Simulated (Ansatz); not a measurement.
# C3H7I, SMILES CCCI: a ladder of methods at one geometry

With Ansatz 0.2.0, Python API.

Notebook, run cell by cell (the value of a cell's last expression is shown):

**Cell 1**
```python
import ansatz as az

GEOMETRY = """
C    -0.07270    1.30100   -0.11930
C     0.18170   -0.09890   -0.60320
C     0.08390   -1.14970    0.54730
I    -1.92570   -1.64520    0.99590
H     0.09850    2.03110   -0.93600
H    -1.12760    1.42590    0.16080
H     0.52710    1.60610    0.72430
H    -0.39840   -0.40290   -1.43390
H     1.22410   -0.11290   -0.93580
H     0.60530   -0.80860    1.41390
H     0.62910   -2.11880    0.19420
"""
```

**Cell 2**
```python
mol = az.Crystal.molecule()
for line in GEOMETRY.strip().splitlines():
    symbol, *xyz = line.split()
    mol = mol.atom(symbol, [float(v) for v in xyz])
```

**Cell 3**
```python
model = mol.calculation().basis(gaussian="def2-SVP")
```

**Cell 4**
```python
methods = ["mp2", "ccsd", "ccsd_t"]
batch = az.Session.batch([model.correlation(m).input() for m in methods])
reports = sorted(batch.plan().execute().molecular_reports, key=lambda each: each["member"])
print(f"Hartree-Fock reference {reports[0]['reference_energy_ev'] / 27.211386246:.6f} Ha")
best = reports[-1]["free_energy_ev"] - reports[-1]["reference_energy_ev"]
for method, each in zip(methods, reports):
    gained = each["free_energy_ev"] - each["reference_energy_ev"]
    print(f"{method:8s} total {each['free_energy_ev'] / 27.211386246:.6f} Ha  correlation {gained:9.4f} eV  ({100 * gained / best:.1f} % of the last)")
```
Output:
```text
Hartree-Fock reference -414.237248 Ha
mp2      total -414.795823 Ha  correlation  -15.1996 eV  (89.3 % of the last)
ccsd     total -414.844941 Ha  correlation  -16.5362 eV  (97.2 % of the last)
ccsd_t   total -414.862484 Ha  correlation  -17.0135 eV  (100.0 % of the last)
```

Caveats:
- Total energies depend on the basis set; only differences at equal settings carry meaning.
- The geometry is a force-field or estimated start, not a minimum of this method, and the basis set is short of its limit. A lower total doesn't mark the better method: functionals have no common bound, and MP2 and coupled cluster aren't variational.
- def2 sets replace the cores of elements past krypton by effective core potentials.
- Inner cores stay frozen; a filled d shell under the valence of the heavier atoms is correlated with it.
